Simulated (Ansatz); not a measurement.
# NaLaMnMoO6 (P1) in Ansatz: equation of state, part 2 of 2

Ansatz 0.2.0. The steps go on from the part before.

### 4 Single point, PBE, collinear spin, ferromagnetic start, 13.30 Å³/atom (volume scaled by 0.98)

input.yaml reads:

```yaml
crystal:
  lattice:
    - [5.3956617203, -0.0112241588, -0.0003377181]
    - [2.4272491703, 4.9017192705, -0.0184254996]
    - [0.1086657497, 2.6666912692, 5.0117557582]
  atoms:
    - { symbol: Na, position: [0.6974, 0.05972, 0.73638] }
    - { symbol: La, position: [0.41072, 0.51412, 0.00994] }
    - { symbol: Mn, position: [0.92147, 0.57866, 0.41655], spin: 4.0 }
    - { symbol: Mo, position: [0.21633, 0.9787, 0.33337], spin: 1.0 }
    - { symbol: O, position: [0.56869, 0.61375, 0.56391] }
    - { symbol: O, position: [0.40995, 0.05114, 0.05764] }
    - { symbol: O, position: [0.31236, 0.2107, 0.45135] }
    - { symbol: O, position: [0.04288, 0.86047, 0.1214] }
    - { symbol: O, position: [0.05836, 0.76646, 0.60633] }
    - { symbol: O, position: [0.86183, 0.36628, 0.20313] }
hamiltonian:
  xc: pbe
  pseudopotentials: { kind: paw }
magnetization:
  spin_polarized: true
kpoints:
  mp_grid: { grid: [6, 6, 5] }
scf:
  occupations: { method: fermi_dirac, width: 0.05 }
output:
  forces: true
  stress: true
  eigenvalues: true
  write_density: true
  write_potential: true
  elf: true
  volumetric_format: npy
```

The run is started by

```bash
$ ansatz run input.yaml --threads 8 --pin off --max-ram 20480MiB --backend cpu --events-out ev --progress --plain --runs-dir out
```

Wall time 50 s (8 threads of Arm Neoverse V1, shared host); peak memory 1.3 GiB.

It converged, with:

```
Free energy            : -20002.8943 eV
Pressure               : 3.2 GPa
Largest force          : 0.356 eV/Å
Band gap on the k mesh : 0.16 eV, indirect (least direct gap 0.33 eV)
Net moment             : 5.00 μB per cell
Absolute moment        : 5.03 μB per cell
Site moments           : Na +0.00; La +0.02; Mn +3.76; Mo +0.15; O +0.02, +0.04, +0.05, +0.06, +0.03 μB
```

Caveat: odd divisions of the mesh miss points on the zone boundary, where band edges often lie, so the gap on the mesh can be too wide; the pressure holds a Pulay correction of +0.5 GPa for the finite cutoff; spin-orbit coupling is left out, which moves the levels of the heavy elements; a cell with one magnetic atom can't hold antiferromagnetic order, which such compounds often take.

### 5 Single point, PBE, collinear spin, ferromagnetic start, 13.57 Å³/atom

Edit input.yaml of step 4 so:

```diff
@@ -2,5 +2,5 @@
   lattice:
-    - [5.3956617203, -0.0112241588, -0.0003377181]
-    - [2.4272491703, 4.9017192705, -0.0184254996]
-    - [0.1086657497, 2.6666912692, 5.0117557582]
+    - [5.43212, -0.0113, -0.00034]
+    - [2.44365, 4.93484, -0.01855]
+    - [0.1094, 2.68471, 5.04562]
   atoms:
@@ -29,5 +29 @@
   eigenvalues: true
-  write_density: true
-  write_potential: true
-  elf: true
-  volumetric_format: npy
```

The run is started by

```bash
$ ansatz run input.yaml --threads 8 --pin off --max-ram 20480MiB --backend cpu --events-out ev --progress --plain --runs-dir out
```

Run time: 43 s. Hardware: 8 threads of Arm Neoverse V1, shared host; peak memory 1.3 GiB.

The run converged. Its results:

- Free energy: -20002.9206 eV
- Pressure: 0.0 GPa
- Largest force: 0.019 eV/Å
- Band gap on the k mesh: 0.17 eV, indirect (least direct gap 0.33 eV)
- Net moment: 5.00 μB per cell
- Absolute moment: 5.03 μB per cell
- Site moments: Na +0.00; La +0.02; Mn +3.79; Mo +0.15; O +0.01, +0.04, +0.06, +0.03, +0.02 μB

Caveat: odd divisions of the mesh miss points on the zone boundary, where band edges often lie, so the gap on the mesh can be too wide; the pressure holds a Pulay correction of +0.5 GPa for the finite cutoff; spin-orbit coupling is left out, which moves the levels of the heavy elements; a cell with one magnetic atom can't hold antiferromagnetic order, which such compounds often take.

### 6 Single point, PBE, collinear spin, ferromagnetic start, 13.84 Å³/atom (volume scaled by 1.02)

Edit input.yaml of step 5 so:

```diff
@@ -2,5 +2,5 @@
   lattice:
-    - [5.43212, -0.0113, -0.00034]
-    - [2.44365, 4.93484, -0.01855]
-    - [0.1094, 2.68471, 5.04562]
+    - [5.4680953531, -0.0113748366, -0.0003422517]
+    - [2.4598335842, 4.967522012, -0.0186728513]
+    - [0.1101245244, 2.7024900546, 5.0790356758]
   atoms:
```

Potentials or basis: Ansatz PAW.

The run is started by

```bash
$ ansatz run input.yaml --threads 8 --pin off --max-ram 20480MiB --backend cpu --events-out ev --progress --plain --runs-dir out
```

It took 45 s on 8 threads of Arm Neoverse V1, shared host; peak memory 1.3 GiB.

Results (log left out):

- Free energy: -20002.8964 eV
- Pressure: -2.8 GPa
- Largest force: 0.324 eV/Å
- Band gap on the k mesh: 0.18 eV, indirect (least direct gap 0.33 eV)
- Net moment: 5.00 μB per cell
- Absolute moment: 5.03 μB per cell
- Site moments: Na +0.00; La +0.02; Mn +3.81; Mo +0.15; O +0.01, +0.03, +0.04, +0.06, +0.02 μB

Caveat: odd divisions of the mesh miss points on the zone boundary, where band edges often lie, so the gap on the mesh can be too wide; the pressure holds a Pulay correction of +0.5 GPa for the finite cutoff; spin-orbit coupling is left out, which moves the levels of the heavy elements; a cell with one magnetic atom can't hold antiferromagnetic order, which such compounds often take.

### 7 Single point, PBE, collinear spin, ferromagnetic start, 14.11 Å³/atom (volume scaled by 1.04)

Edit input.yaml of step 6 so:

```diff
@@ -2,5 +2,5 @@
   lattice:
-    - [5.4680953531, -0.0113748366, -0.0003422517]
-    - [2.4598335842, 4.967522012, -0.0186728513]
-    - [0.1101245244, 2.7024900546, 5.0790356758]
+    - [5.5036034607, -0.0114487013, -0.0003444742]
+    - [2.4758069771, 4.9997795523, -0.0187941069]
+    - [0.1108396388, 2.720039183, 5.1120173511]
   atoms:
```

The run is started by

```bash
$ ansatz run input.yaml --threads 8 --pin off --max-ram 20480MiB --backend cpu --events-out ev --progress --plain --runs-dir out
```

Run time: 44 s. Hardware: 8 threads of Arm Neoverse V1, shared host; peak memory 1.3 GiB.

It converged, with:

```yaml
Free_energy: -20002.8266 eV
Pressure: -5.4 GPa
Largest_force: 0.627 eV/Å
Band_gap_on_the_k_mesh: 0.18 eV, indirect (least direct gap 0.34 eV)
Net_moment: 5.00 μB per cell
Absolute_moment: 5.04 μB per cell
Site_moments: Na +0.00; La +0.02; Mn +3.84; Mo +0.15; O +0.01, +0.03, +0.04, +0.06, +0.02 μB
```

Caveat: odd divisions of the mesh miss points on the zone boundary, where band edges often lie, so the gap on the mesh can be too wide; the pressure holds a Pulay correction of +0.5 GPa for the finite cutoff; spin-orbit coupling is left out, which moves the levels of the heavy elements; a cell with one magnetic atom can't hold antiferromagnetic order, which such compounds often take.

### 8 Single point, PBE, collinear spin, ferromagnetic start, 14.38 Å³/atom (volume scaled by 1.06)

Edit input.yaml of step 7 so:

```diff
@@ -2,5 +2,5 @@
   lattice:
-    - [5.5036034607, -0.0114487013, -0.0003444742]
-    - [2.4758069771, 4.9997795523, -0.0187941069]
-    - [0.1108396388, 2.720039183, 5.1120173511]
+    - [5.5386592049, -0.0115216249, -0.0003466684]
+    - [2.4915768735, 5.0316261406, -0.0189138179]
+    - [0.1115456428, 2.7373647405, 5.1445788491]
   atoms:
```

The run is started by

```bash
$ ansatz run input.yaml --threads 8 --pin off --max-ram 20480MiB --backend cpu --events-out ev --progress --plain --runs-dir out
```

It took 46 s on 8 threads of Arm Neoverse V1, shared host; peak memory 1.4 GiB.

Results (log left out):

* Free energy: -20002.7160 eV
* Pressure: -7.7 GPa
* Largest force: 0.906 eV/Å
* Band gap on the k mesh: 0.19 eV, indirect (least direct gap 0.34 eV)
* Net moment: 5.00 μB per cell
* Absolute moment: 5.04 μB per cell
* Site moments: Na +0.00; La +0.01; Mn +3.86; Mo +0.15; O +0.01, +0.03, +0.04, +0.06, +0.02 μB

Caveat: odd divisions of the mesh miss points on the zone boundary, where band edges often lie, so the gap on the mesh can be too wide; the pressure holds a Pulay correction of +0.5 GPa for the finite cutoff; spin-orbit coupling is left out, which moves the levels of the heavy elements; a cell with one magnetic atom can't hold antiferromagnetic order, which such compounds often take.

### 9 Equation of state, PBE, collinear spin, ferromagnetic start

Potentials or basis: Ansatz PAW.

No new run: the results of the series are fitted here.

What came out:

```yaml
Equilibrium_volume: 13.57 Å³/atom
Bulk_modulus_at_fixed_shape_and_positions: 149 GPa
Pressure_derivative_of_the_bulk_modulus: 4.4
```

Energy against volume, from the lowest point:
```tsv
volume (Å³/atom)	energy (meV/atom)
12.752	25.50
13.024	10.93
13.295	2.63
13.566	0.00
13.838	2.42
14.109	9.40
14.380	20.46
```

Caveat: the cell was scaled at fixed shape and fractional positions, which overstates the stiffness of a crystal with free parameters, most of all of layers and chains. The run has no spin-orbit coupling, so splittings on La are missing.
